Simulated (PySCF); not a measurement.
**PbI2: other functionals and bases at one geometry**

Aim: see how levels, charges and forces of PbI2 depend on the level of theory. The species was built from a template and needn't be a known compound.

Computed with PySCF 2.14.0. Level: several levels, as the steps say, no spin–orbit coupling.

## 1. Starting geometry

3 atoms, charge 0, spin multiplicity 1.

Bond lengths: Pb1–I2 2.852 Å, Pb1–I3 2.852 Å. Angles: I2–Pb1–I3 103.8°.

Geometry (Å):

```xyz
3
charge 0, multiplicity 1
Pb    1.1194    0.0421    0.0000
I    -0.6395   -0.0241    2.2442
I    -0.6395   -0.0241   -2.2442
```

Formal oxidation states: Pb +2. An earlier session relaxed this geometry at TPSS, Pb def2-SVP with ECP60, I def2-SVP with ECP28 (singlet, point group C2v).

At TPSS on the finer grid: E = -788.116667 Eh, HOMO -6.23 eV, LUMO -3.87 eV, Mulliken charge on Pb1 +0.54 e, largest force component 0.059 eV/Å. 

Levels to run: PBE0; HF; revPBE; PBE; TPSS, TZVP; TPSS, x2c-SVP. Hardware: 2 threads of Intel Xeon at 2.50GHz (Skylake/Cascade Lake), shared host.

## 2. PBE0

The input, run.py (the lines that set the calculation):

```python
mol = gto.M(atom='''
Pb     1.11938     0.04211     0.00000
I     -0.63949    -0.02406     2.24418
I     -0.63949    -0.02406    -2.24418''',
    basis={'Pb': 'def2-SVP', 'I': 'def2-SVP'},
    ecp={'Pb': 'def2-SVP', 'I': 'def2-SVP'},
    charge=0, spin=0)
mf = dft.RKS(mol, xc='PBE0')
mf.grids.atom_grid = (75, 302)
mf = mf.density_fit()  # fitting sets: Pb def2-universal-JKFIT, I def2-universal-JKFIT
mf.conv_tol = 1e-08; mf.max_cycle = 55
mf.kernel(dm0)  # dm0: the density of the relaxed state
```

Run with:

```
$ OMP_NUM_THREADS=2 python run.py
```

## 3. HF

run.py (the lines that set the calculation), as its differences from that of step 2:

```diff
@@ -7,4 +7,3 @@
     charge=0, spin=0)
-mf = dft.RKS(mol, xc='PBE0')
-mf.grids.atom_grid = (75, 302)
+mf = scf.RHF(mol)
 mf = mf.density_fit()  # fitting sets: Pb def2-universal-JKFIT, I def2-universal-JKFIT
```

## 4. revPBE

run.py (the lines that set the calculation), as its differences from that of step 3:

```diff
@@ -7,3 +7,4 @@
     charge=0, spin=0)
-mf = scf.RHF(mol)
+mf = dft.RKS(mol, xc='PBE_R,PBE')
+mf.grids.atom_grid = (75, 302)
 mf = mf.density_fit()  # fitting sets: Pb def2-universal-JKFIT, I def2-universal-JKFIT
```

## 5. PBE

run.py (the lines that set the calculation), as its differences from that of step 4:

```diff
@@ -7,3 +7,3 @@
     charge=0, spin=0)
-mf = dft.RKS(mol, xc='PBE_R,PBE')
+mf = dft.RKS(mol, xc='PBE')
 mf.grids.atom_grid = (75, 302)
```

## 6. TPSS, TZVP

Basis: Pb def2-TZVP with ECP60, I def2-TZVP with ECP28. 

The input, run.py (the lines that set the calculation):

```python
mol = gto.M(atom='''
Pb     1.11938     0.04211     0.00000
I     -0.63949    -0.02406     2.24418
I     -0.63949    -0.02406    -2.24418''',
    basis={'Pb': 'def2-TZVP', 'I': 'def2-TZVP'},
    ecp={'Pb': 'def2-TZVP', 'I': 'def2-TZVP'},
    charge=0, spin=0)
mf = dft.RKS(mol, xc='TPSS')
mf.grids.atom_grid = (75, 302)
mf = mf.density_fit()  # fitting sets: Pb def2-universal-JKFIT, I def2-universal-JKFIT
mf.conv_tol = 1e-08; mf.max_cycle = 55
mf.kernel(dm0)  # dm0: free metal ions and neutral atoms
```

## 7. TPSS, x2c-SVP

Basis: Pb x2c-SVPall, I x2c-SVPall. All electrons are treated, with the spin-free X2C Hamiltonian.

The input, run.py (the lines that set the calculation):

```python
mol = gto.M(atom='''
Pb     1.11938     0.04211     0.00000
I     -0.63949    -0.02406     2.24418
I     -0.63949    -0.02406    -2.24418''',
    basis={'Pb': 'x2c-SVPall', 'I': 'x2c-SVPall'},
    nucmod='G',
    charge=0, spin=0)
mf = dft.RKS(mol, xc='TPSS')
mf.grids.atom_grid = (99, 590)
mf = mf.density_fit()  # fitting sets: Pb AutoAux, I AutoAux
mf = mf.sfx2c1e()
mf.conv_tol = 1e-08; mf.max_cycle = 55
mf.kernel(dm0)  # dm0: free metal ions and neutral atoms
```

**Question.** What will these runs give? Wanted: for each run, HOMO; gap; charge on Pb1; dipole; largest force.

As calculated:

| level | state | HOMO (eV) | gap (eV) | charge on Pb1 (e) | dipole (D) | largest force (eV/Å) | basis functions | time |
| --- | --- | --- | --- | --- | --- | --- | --- | --- |
| TPSS (relaxed here) | singlet | -6.23 | 2.37 | 0.54 | 3.73 | 0.06 | 78 | 29 s |
| PBE0 | singlet | -7.22 | 3.85 | 0.57 | 3.98 | 0.18 | 78 | 8.8 s |
| HF | singlet | -9.29 | 8.43 | 0.77 | 4.78 | 0.13 | 78 | 6 s |
| revPBE | singlet | -6.07 | 2.26 | 0.51 | 3.60 | 0.22 | 78 | 9 s |
| PBE | singlet | -6.13 | 2.23 | 0.49 | 3.51 | 0.08 | 78 | 9.4 s |
| TPSS, TZVP | singlet | -6.29 | 2.43 | 0.64 | 3.65 | 0.14 | 150 | 38 s |
| TPSS, x2c-SVP | singlet | -6.15 | 2.34 | 0.56 | 3.52 | 0.38 | 134 | 1.7 min |

Times are on 2 threads of Intel Xeon at 2.50GHz (Skylake/Cascade Lake), shared host; the first row also made further properties.

In one basis the HOMO–LUMO gap runs from 2.23 eV (PBE) to 8.43 eV (HF); the widest gap comes with exact exchange. The largest leftover force, 0.38 eV/Å with TPSS, x2c-SVP, stands at a geometry relaxed at another level. The Mulliken charge on Pb spans +0.49 to +0.77 e over the levels. Total energies of different levels can't be compared. Spin–orbit coupling is left out throughout.
